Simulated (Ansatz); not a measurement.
# C3H6BF: one species, many methods

The task here is to estimate one member of a computed series from the others.

Program: Ansatz 0.2.0, Gaussian basis. Level of theory: functionals in def2-TZVPP, the program's frozen cores in correlated methods. These are calculated values, not measurements.

Plan: PBE-D4, r2SCAN-D4, PBE0-D4, B3LYP-D4, ωB97X-V, ωB97M-V, B2PLYP; CCSD(T)/def2-TZVPP; MP2/def2-QZVPP; extrapolation to the limit.

## The relaxed structure

An earlier PBE0-D4 in a triple-zeta def2 set relaxation fixed the geometry.

SMILES `FB1CCC1`, 11 atoms, charge 0, spin multiplicity 1.

Atoms are counted from 1 here; the program's logs count them from 0.

Bond lengths: F1–B2 1.319 Å, B2–C3 1.571 Å, B2–C5 1.571 Å, C3–C4 1.559 Å, C3–H6 1.095 Å, C3–H7 1.091 Å, C4–C5 1.559 Å, C4–H8 1.091 Å, C4–H9 1.091 Å, C5–H10 1.095 Å, C5–H11 1.091 Å. Angles: F1–B2–C3 132.9°, F1–B2–C5 132.9°, C3–B2–C5 93.7°, B2–C3–C4 84.4°, B2–C3–H6 112.6°, B2–C3–H7 120.8°, C4–C3–H6 111.7°, C4–C3–H7 117.9°, H6–C3–H7 107.9°, C3–C4–C5 94.6°, C3–C4–H8 115.5°, C3–C4–H9 111.3°, C5–C4–H8 115.5°, C5–C4–H9 111.3°, H8–C4–H9 108.3°, B2–C5–C4 84.4°, B2–C5–H10 112.7°, B2–C5–H11 120.8° and more.

The first run:

in.yaml reads:

```yaml
crystal:
  periodic: [false, false, false]
  atoms:
    - {symbol: F, position_ang: [-0.800136, 2.176491, -0.836305]}
    - {symbol: B, position_ang: [-0.275545, 1.036443, -0.429669]}
    - {symbol: C, position_ang: [0.365851, 0.578222, 0.928702]}
    - {symbol: C, position_ang: [0.068981, -0.860207, 0.407391]}
    - {symbol: C, position_ang: [-0.236752, -0.405232, -1.051568]}
    - {symbol: H, position_ang: [1.441110, 0.777859, 0.974851]}
    - {symbol: H, position_ang: [-0.072531, 0.876040, 1.882468]}
    - {symbol: H, position_ang: [0.885453, -1.575677, 0.514298]}
    - {symbol: H, position_ang: [-0.817885, -1.279013, 0.885215]}
    - {symbol: H, position_ang: [0.622977, -0.556957, -1.711793]}
    - {symbol: H, position_ang: [-1.116022, -0.824869, -1.542890]}
basis:
  gaussian: {orbitals: def2-TZVPP}
hamiltonian: {xc: pbe, dispersion: d4}
output: {forces: true, orbitals: {seedname: orbitals}}
```

Launch:

```sh
ansatz run in.yaml --threads 4 --pin off --events-out ev --progress --plain --max-ram 10444MiB
```

Among the steps run: PBE-D4 (GGA); r2SCAN-D4 (meta-GGA); PBE0-D4 (hybrid); B3LYP-D4 (hybrid); ωB97X-V (range-separated); ωB97M-V (range-separated); B2PLYP (double hybrid); CCSD(T) in def2-TZVPP; MP2 in def2-QZVPP.

One table of the session follows, with a row left open; its other results are not shown here.

| method | atomisation energy (kcal/mol) |
| --- | --- |
| PBE-D4 | 1125.6 |
| r2SCAN-D4 | 1104.5 |
| PBE0-D4 | 1109.7 |
| B3LYP-D4 | 1097.9 |
| ωB97X-V | 1100.3 |
| ωB97M-V | 1103.1 |
| B2PLYP | 1089.4 |
| HF/def2-TZVPP | 835.7 |
| MP2/def2-TZVPP | 1094.3 |
| CCSD/def2-TZVPP | 1057.5 |
| CCSD(T)/def2-TZVPP | ? |
| MP2/CBS | 1117.2 |
| CCSD(T)/CBS | 1094.7 |

Estimate the missing values for CCSD(T)/def2-TZVPP.

As computed: atomisation energy (kcal/mol): 1071.8. In the column «atomisation energy (kcal/mol)» it lies between CCSD/def2-TZVPP (1057.5) and B2PLYP (1089.4).

Caveats from the session: Free atoms (1 F, 1 B, 3 C, 6 H) were run apart at each level; the atomisation energy is their sum less the molecule, without zero-point or spin-orbit terms.
